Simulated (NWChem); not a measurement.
**C2H5Se− (SMILES [CH2-][Se]C): levels of theory compared**

Aim: a comparison of 4 runs (HF/STO-3G, HF/3-21G, B3LYP/6-31G*) of C2H5Se−. 

The calculation is run with NWChem 7.3.0.

## 1. The structure to begin with

C2H5Se− has 8 atoms, charge -1, and is taken as a singlet. SMILES: `[CH2-][Se]C`. The shape comes from GFN2-xTB, which is rough for such elements, and wasn't checked as a minimum. This is one conformer, not always the lowest.

Bond lengths: C1–Se2 1.897 Å, Se2–C3 2.015 Å, C1–H4 1.106 Å, C1–H5 1.106 Å, C3–H6 1.088 Å, C3–H7 1.089 Å, C3–H8 1.089 Å. Angles: C1–Se2–C3 97.5°, Se2–C1–H4 106.1°, Se2–C1–H5 106.1°, Se2–C3–H6 107.8°, Se2–C3–H7 109.9°, Se2–C3–H8 108.2°, H4–C1–H5 105.8°, H6–C3–H7 110.8°, H6–C3–H8 109.5°, H7–C3–H8 110.6°.

## 2. Energy and forces at HF/STO-3G (run 1)

Input file c2h5se.nw:

```
start c2h5se
memory stack 880 mb heap 220 mb global 1100 mb
charge -1

geometry units angstrom noautosym nocenter noautoz
 C     -1.148950     0.933100    -0.582920
 Se     0.673080     0.471290    -0.837270
 C      0.815440    -0.870970     0.658320
 H     -1.653150     0.738450    -1.548330
 H     -1.170430     2.030430    -0.447130
 H      0.514410    -0.375410     1.579230
 H      1.838350    -1.236400     0.732660
 H      0.131260    -1.690490     0.445440
end

basis spherical bse
 C library STO-3G
 Se library STO-3G
 H library STO-3G
end

scf
 thresh 1e-08
 maxiter 80
end

task scf gradient
```

Run with:

```
$ nwchem c2h5se.nw > c2h5se.out
```

Output:

```text
[...]
  functions       =    33
[...]
  wavefunction    = RHF
[...]
         Total SCF energy =  -2451.027272256140
      One-electron energy =  -3790.800290046523
      Two-electron energy =   1166.071772142032
 Nuclear repulsion energy =    173.701245648351
        Time for solution =      1.4s
[...]
                         RHF ENERGY GRADIENTS
    atom               coordinates                        gradient
                 x          y          z           x          y          z
   1 C      -2.171201   1.763303  -1.101559    0.040249  -0.006909  -0.009104
   2 Se      1.271937   0.890609  -1.582211   -0.036461   0.024836  -0.012936
   3 C       1.540958  -1.645895   1.244044    0.006991  -0.028370   0.030542
   4 H      -3.124001   1.395468  -2.925919   -0.005629  -0.006631  -0.003844
   5 H      -2.211792   3.836956  -0.844953   -0.000746   0.005908   0.007033
   6 H       0.972094  -0.709422   2.984312   -0.003209   0.008178  -0.000940
   7 H       3.473978  -2.336457   1.384527    0.003952   0.002029  -0.003886
   8 H       0.248045  -3.194563   0.841760   -0.005146   0.000961  -0.006865
[...]
```

It took 2.4 s on 1 thread of Intel Xeon 6975P-C (Granite Rapids), shared host; peak memory 0.094 GiB.

## 3. Energy and forces at HF/3-21G (run 2)

Edit c2h5se.nw of step 2 so:

```diff
@@ -1,6 +1,6 @@
 start c2h5se
+title "C2H5Se"
 memory stack 880 mb heap 220 mb global 1100 mb
 charge -1
-
-geometry units angstrom noautosym nocenter noautoz
+geometry noautosym nocenter noautoz
  C     -1.148950     0.933100    -0.582920
@@ -14,9 +14,5 @@
 end
-
 basis spherical bse
- C library STO-3G
- Se library STO-3G
- H library STO-3G
+ * library 3-21G
 end
-
 scf
@@ -24,4 +20,4 @@
  maxiter 80
+ print medium
 end
-
 task scf gradient
```

Run with:

```
$ nwchem c2h5se.nw > c2h5se.out
```

Output:

```text
[...]
  functions       =    50
[...]
  wavefunction    = RHF
[...]
         Total SCF energy =  -2466.585759022466
      One-electron energy =  -3794.088184040899
      Two-electron energy =   1153.801179370082
 Nuclear repulsion energy =    173.701245648351
        Time for solution =      1.8s
[...]
                         RHF ENERGY GRADIENTS
    atom               coordinates                        gradient
                 x          y          z           x          y          z
   1 C      -2.171201   1.763303  -1.101559    0.034297  -0.020885   0.009982
   2 Se      1.271937   0.890609  -1.582211   -0.035035   0.016538  -0.004409
   3 C       1.540958  -1.645895   1.244044   -0.000368  -0.002133   0.003117
   4 H      -3.124001   1.395468  -2.925919    0.000904   0.001383  -0.007281
   5 H      -2.211792   3.836956  -0.844953    0.002700   0.005875  -0.003215
   6 H       0.972094  -0.709422   2.984312   -0.001292   0.003047   0.004638
   7 H       3.473978  -2.336457   1.384527    0.002152   0.000101  -0.000812
   8 H       0.248045  -3.194563   0.841760   -0.003358  -0.003926  -0.002019
[...]
```

Run time: 2.9 s. Hardware: 1 thread of Intel Xeon 6975P-C (Granite Rapids), shared host; peak memory 0.097 GiB.

## 4. Energy and gradient at B3LYP/6-31G(d) (spherical functions) (run 3)

Input file input.xyz:

```xyz
8
C2H5Se gradient
C     -1.148950     0.933100    -0.582920
Se     0.673080     0.471290    -0.837270
C      0.815440    -0.870970     0.658320
H     -1.653150     0.738450    -1.548330
H     -1.170430     2.030430    -0.447130
H      0.514410    -0.375410     1.579230
H      1.838350    -1.236400     0.732660
H      0.131260    -1.690490     0.445440
```

Input file input.nw:

```
start input
title "C2H5Se gradient"
memory 2200 mb
charge -1

geometry noautosym nocenter noautoz
load format xyz input.xyz
end

basis spherical bse
* library 6-31G*
end

dft
xc b3lyp
grid xfine
convergence energy 1e-08
iterations 100
mulliken
end

task dft gradient
```

Run with:

```
$ nwchem input.nw > input.out
```

Output:

```text
[...]
          Wavefunction type:  closed shell.
          No. of atoms     :     8
          No. of electrons :    52
[...]
          Charge           :    -1
          Spin multiplicity:     1
[...]
          AO basis - number of functions:    70
[...]
              XC Information
              --------------
                         B3LYP Method XC Potential
                     Hartree-Fock (Exact) Exchange  0.200
                        Slater Exchange Functional  0.800 local
                    Becke 1988 Exchange Functional  0.720 non-local
              Lee-Yang-Parr Correlation Functional  0.810
                  VWN I RPA Correlation Functional  0.190 local
[...]
 d= 0,ls=0.0,diis     1  -2480.0090989890 -2.65D+03  5.70D-02  9.47D+00     2.4
[...]
 d= 0,ls=0.0,diis    11  -2480.4414282529 -3.01D-09  2.24D-06  6.20D-09    20.1
         Total DFT energy =    -2480.441428252902
      One electron energy =    -3806.282768185170
           Coulomb energy =     1252.259412735962
    Exchange-Corr. energy =     -100.119318452045
 Nuclear repulsion energy =      173.701245648351
[...]
      Total Density - Mulliken Population Analysis
     ---------------------------------------------
    Atom       Charge   Shell Charges
 -----------   ------   -------------------------------------------------------
    1 C    6     6.59   2.00  0.68  1.90  0.76  1.21  0.03
    2 Se  34    34.30   2.00  2.00  6.00  2.00  5.98  1.54  3.07  0.36  1.23  6.92  2.92  0.26
    3 C    6     6.47   2.00  0.68  2.05  0.66  1.05  0.03
    4 H    1     0.98   0.53  0.45
    5 H    1     0.98   0.53  0.45
    6 H    1     0.88   0.53  0.35
    7 H    1     0.93   0.53  0.39
    8 H    1     0.88   0.53  0.35
[...]
  wavefunction    = closed shell
                         DFT ENERGY GRADIENTS
    atom               coordinates                        gradient
                 x          y          z           x          y          z
   1 C      -2.171201   1.763303  -1.101559    0.015530  -0.009504   0.004877
   2 Se      1.271937   0.890609  -1.582211   -0.014853   0.005376  -0.000229
   3 C       1.540958  -1.645895   1.244044    0.000050  -0.003817   0.004947
   4 H      -3.124001   1.395468  -2.925919    0.001492   0.001508  -0.001595
   5 H      -2.211792   3.836956  -0.844953    0.001165   0.000479  -0.002277
   6 H       0.972094  -0.709422   2.984312    0.000971  -0.000892  -0.003423
   7 H       3.473978  -2.336457   1.384527   -0.006465   0.003611  -0.001872
   8 H       0.248045  -3.194563   0.841760    0.002111   0.003238  -0.000428
[...]
```

Wall time 25 s (1 thread of Intel Xeon 6975P-C (Granite Rapids), shared host); peak memory 0.14 GiB.

## 5. Energy and gradient at B3LYP/6-31G(d) (Cartesian functions) (run 4)

Input file c2h5se.nw:

```
START c2h5se
TITLE "C2H5Se"
memory stack 880 mb heap 220 mb global 1100 mb
charge -1
GEOMETRY units bohr noautosym nocenter noautoz
   C   -2.17120083   1.76330345  -1.10155915
   Se   1.27193686   0.89060903  -1.58221099
   C    1.54095827  -1.64589476   1.24404450
   H   -3.12400074   1.39546826  -2.92591965
   H   -2.21179215   3.83695662  -0.84495324
   H    0.97209402  -0.70942208   2.98431219
   H    3.47397802  -2.33645738   1.38452674
   H    0.24804545  -3.19456312   0.84175960
END
BASIS
   C library 6-31G*
   Se library 6-31G*
   H library 6-31G*
END
DFT
   xc b3lyp
   grid xfine
   convergence energy 1e-08
   iterations 100
   mulliken
   noprint "final vectors analysis"
END
TASK dft gradient
```

Run with:

```
$ nwchem c2h5se.nw > c2h5se.out
```

Output:

```text
[...]
          Wavefunction type:  closed shell.
          No. of atoms     :     8
          No. of electrons :    52
[...]
          Charge           :    -1
          Spin multiplicity:     1
[...]
          AO basis - number of functions:    75
[...]
              XC Information
              --------------
                         B3LYP Method XC Potential
                     Hartree-Fock (Exact) Exchange  0.200
                        Slater Exchange Functional  0.800 local
                    Becke 1988 Exchange Functional  0.720 non-local
              Lee-Yang-Parr Correlation Functional  0.810
                  VWN I RPA Correlation Functional  0.190 local
[...]
 d= 0,ls=0.0,diis     1  -2479.9971666433 -2.65D+03  5.53D-02  1.15D+01     2.7
[...]
 d= 0,ls=0.0,diis    11  -2480.4506468082 -4.83D-09  2.19D-06  1.18D-08    22.6
         Total DFT energy =    -2480.450646808215
      One electron energy =    -3806.188254382418
           Coulomb energy =     1252.102198922701
    Exchange-Corr. energy =     -100.065824526333
 Nuclear repulsion energy =      173.701233177834
[...]
      Total Density - Mulliken Population Analysis
     ---------------------------------------------
    Atom       Charge   Shell Charges
 -----------   ------   -------------------------------------------------------
    1 C    6     6.59   1.99  0.70  1.90  0.78  1.21  0.01
    2 Se  34    34.29   2.00  1.99  6.00  1.93  5.98  1.54  3.07  0.41  1.23  7.00  2.95  0.20
    3 C    6     6.47   1.99  0.69  2.05  0.66  1.05  0.03
    4 H    1     0.98   0.53  0.45
    5 H    1     0.98   0.53  0.45
    6 H    1     0.88   0.53  0.35
    7 H    1     0.93   0.53  0.39
    8 H    1     0.88   0.53  0.35
[...]
  wavefunction    = closed shell
                         DFT ENERGY GRADIENTS
    atom               coordinates                        gradient
                 x          y          z           x          y          z
   1 C      -2.171201   1.763303  -1.101559    0.015585  -0.009407   0.004741
   2 Se      1.271937   0.890609  -1.582211   -0.014930   0.005296  -0.000107
   3 C       1.540958  -1.645895   1.244045    0.000057  -0.003733   0.004851
   4 H      -3.124001   1.395468  -2.925920    0.001502   0.001480  -0.001536
   5 H      -2.211792   3.836957  -0.844953    0.001164   0.000425  -0.002241
   6 H       0.972094  -0.709422   2.984312    0.000960  -0.000858  -0.003376
   7 H       3.473978  -2.336457   1.384527   -0.006415   0.003602  -0.001878
   8 H       0.248045  -3.194563   0.841760    0.002078   0.003195  -0.000453
[...]
```

Run time: 28 s. Hardware: 1 thread of Intel Xeon 6975P-C (Granite Rapids), shared host; peak memory 0.14 GiB.

## 6. Overview of the runs

```
run                               level  iteration cap  module   energy (Eh)  HOMO energy (eV)  LUMO energy (eV)  HOMO–LUMO gap (eV)  wall time
  1                           HF/STO-3G             80     scf  -2451.027272              2.76             16.73               13.96      2.4 s
  2                            HF/3-21G             80     scf  -2466.585759             -0.94             10.69               11.63      2.9 s
  3  B3LYP/6-31G* (spherical functions)            100     dft  -2480.441428              1.66              6.42                4.76       25 s
  4  B3LYP/6-31G* (Cartesian functions)            100     dft  -2480.450647                 –                 –                   –       28 s
```

## 7. What came out

| quantity | value |
| --- | --- |
| run 4: total energy | -2480.45065 Eh |
| run 4: largest force on an atom | 0.967 eV/Å |

In words: Over runs 1, 2, 3 the HOMO–LUMO gap runs from 4.76 eV (B3LYP/6-31G*) to 13.96 eV (HF/STO-3G). The two ends differ in method and basis. The empty levels of an anion lie above zero and hang on the basis. In runs 1, 3 the HOMO lies above zero, so the outermost electron may be held by the basis alone. In run 1 the basis is minimal, so the values are rough. All runs together took 58 s, the longest 28 s.
